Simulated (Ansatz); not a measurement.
# SiBI: the cost of one run

Program: Ansatz 0.2.0. Level of theory: DFT PBE, scalar-relativistic, plane waves, PAW. These are calculated values, not measurements.

2 further runs of the same task are left out: 1 that didn't finish, 1 set aside as unsound or not needed.

### Step 1. The system as given

The structure is tetragonal, space group P4/nmm (No. 129). Conventional cell: a = 3.895 Å, b = 3.895 Å, c = 8.089 Å, α = 90.00°, β = 90.00°, γ = 90.00°. Si (site symmetry 4mm) is surrounded by 4 B at 2.36 Å. B (site symmetry -4m2) has 4 Si at 2.36 Å as nearest neighbours. I (site symmetry 4mm) is surrounded by 4 Si at 3.09 Å and 4 B at 3.35 Å.

As a file:

```
Si B I
1.0
     3.89515    0.00000    0.00000
     0.00000    3.89515    0.00000
     0.00000    0.00000    8.08924
Si B I
2 2 2
Direct
  0.50000 0.00000 0.16392
  0.00000 0.50000 0.83608
  0.00000 0.00000 0.00000
  0.50000 0.50000 0.00000
  0.50000 0.00000 0.66297
  0.00000 0.50000 0.33703
```

The cell is invented: species swapped into a database cell of PbIF (P4/nmm, No. 129), with Si on the Pb sites and B on the F sites. Lengths come from tabulated atomic sizes and are only a guess.

### Step 2. A first look at the guess

File input.yaml:

```yaml
crystal:
  lattice:
    - [3.89515272, 0.0, 0.0]
    - [0.0, 3.89515272, 0.0]
    - [0.0, 0.0, 8.08923969]
  atoms:
    - { symbol: Si, position: [0.5, 0.0, 0.16392] }
    - { symbol: Si, position: [0.0, 0.5, 0.83608] }
    - { symbol: B, position: [0.0, 0.0, 0.0] }
    - { symbol: B, position: [0.5, 0.5, 0.0] }
    - { symbol: I, position: [0.5, 0.0, 0.66297001] }
    - { symbol: I, position: [0.0, 0.5, 0.33702999] }
basis:
  ecutwfc: 420
kpoints:
  mp_grid: { grid: [4, 4, 2] }
hamiltonian:
  xc: pbe
scf:
  occupations: { method: gaussian, width: 0.1 }
  lower_state_search: "off"
output:
  forces: true
  stress: true
  eigenvalues: true
```

Run with:

```bash
$ ansatz run input.yaml --threads 1 --pin off --max-ram 2048MiB --backend cpu --events-out ev --progress --plain --runs-dir out
```

What time and memory should one allow on 1 thread of Arm Neoverse V2, shared host?

About 2.7 s, with a peak of 0.36 GiB.
